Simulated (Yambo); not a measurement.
Input of a Yambo 5.3.0 run:

File optics4.in:

```
optics
chi
Chimod= "HARTREE"
% BndsRnXd
 1 | 23 |
%
NGsBlkXd= 3 Ry
% LongDrXd
 0 | 0 | 1 |
%
% QpntsRXd
 1 | 1 |
%
% EnRngeXd
 0 | 30 | eV
%
% DmRngeXd
 0.2 | 0.2 | eV
%
ETStpsXd= 150
```

The input scf.in:

```
&CONTROL
  calculation = 'scf'
  prefix = 'pwscf'
  outdir = './tmp'
  pseudo_dir = './pseudo'
/
&SYSTEM
  ibrav = 0
  nat = 2
  ntyp = 2
  ecutwfc = 84
  nbnd = 14
  occupations = 'smearing'
  smearing = 'fd'
  degauss = 0.00367493
  force_symmorphic = .true.
/
&ELECTRONS
  conv_thr = 4d-10
  electron_maxstep = 120
  mixing_beta = 0.5
/
ATOMIC_SPECIES
S     32.0600 S.upf
Mg    24.3050 Mg.upf
CELL_PARAMETERS bohr
   0.0000000000    4.9164059721    4.9164059721
   4.9164059721    0.0000000000    4.9164059721
   4.9164059721    4.9164059721    0.0000000000
ATOMIC_POSITIONS bohr
S      4.9164059721    4.9164059721    4.9164059721
Mg     0.0000000000    0.0000000000    0.0000000000
K_POINTS automatic
20 20 20 0 0 0
```

Contents of nscf.in:

```
&CONTROL
  calculation = 'nscf'
  prefix = 'pwscf'
  outdir = './tmp'
  pseudo_dir = './pseudo'
/
&SYSTEM
  ibrav = 0
  nat = 2
  ntyp = 2
  ecutwfc = 84
  nbnd = 38
  occupations = 'fixed'
  force_symmorphic = .true.
/
&ELECTRONS
  conv_thr = 1d-08
  diago_full_acc = .true.
  diago_thr_init = 1d-06
/
ATOMIC_SPECIES
S     32.0600 S.upf
Mg    24.3050 Mg.upf
CELL_PARAMETERS bohr
   0.0000000000    4.9164059721    4.9164059721
   4.9164059721    0.0000000000    4.9164059721
   4.9164059721    4.9164059721    0.0000000000
ATOMIC_POSITIONS bohr
S      4.9164059721    4.9164059721    4.9164059721
Mg     0.0000000000    0.0000000000    0.0000000000
K_POINTS automatic
20 20 20 0 0 0
```

Potentials or basis: PseudoDojo 0.4.1 SR PBE standard.

The run is started by

```bash
$ OMP_NUM_THREADS=1 pw.x -in scf.in > scf.out
$ OMP_NUM_THREADS=1 pw.x -in nscf.in > nscf.out
$ cd tmp/pwscf.save; p2y; mv SAVE ../..; cd ../..
$ OMP_NUM_THREADS=1 yambo
$ OMP_NUM_THREADS=1 yambo -F optics4.in -J optics4 -C optics4_out
```

**Question.** Estimate the absorption peak.

**Answer.** 6.04 eV.

**Question.** Predict the electronic dielectric constant along the field.

**Answer.** 5.02.

**Question.** What does it give for the band gap on the k mesh, mean-field level?

**Answer.** 2.79 eV, indirect (least direct gap 3.71 eV).

Energy-loss function:
| energy (eV) | loss |
| --- | --- |
| 0.0 | 0.004 |
| 1.2 | 0.005 |
| 2.6 | 0.006 |
| 3.8 | 0.013 |
| 5.2 | 0.045 |
| 6.4 | 0.110 |
| 7.9 | 0.176 |
| 9.1 | 0.209 |
| 10.5 | 0.309 |
| 11.7 | 0.397 |
| 13.1 | 0.513 |
| 14.3 | 0.736 |
| 15.7 | 1.420 |
| 16.9 | 2.384 |
| 18.3 | 2.299 |
| 19.5 | 1.715 |
| 20.9 | 1.562 |
| 22.1 | 0.889 |
| 23.6 | 0.753 |
| 24.8 | 0.545 |
| 26.2 | 0.537 |
| 27.4 | 0.481 |
| 28.8 | 0.682 |
| 30.0 | 0.325 |

Caveat: these spectra lack excitons. A k mesh can miss the band edges.
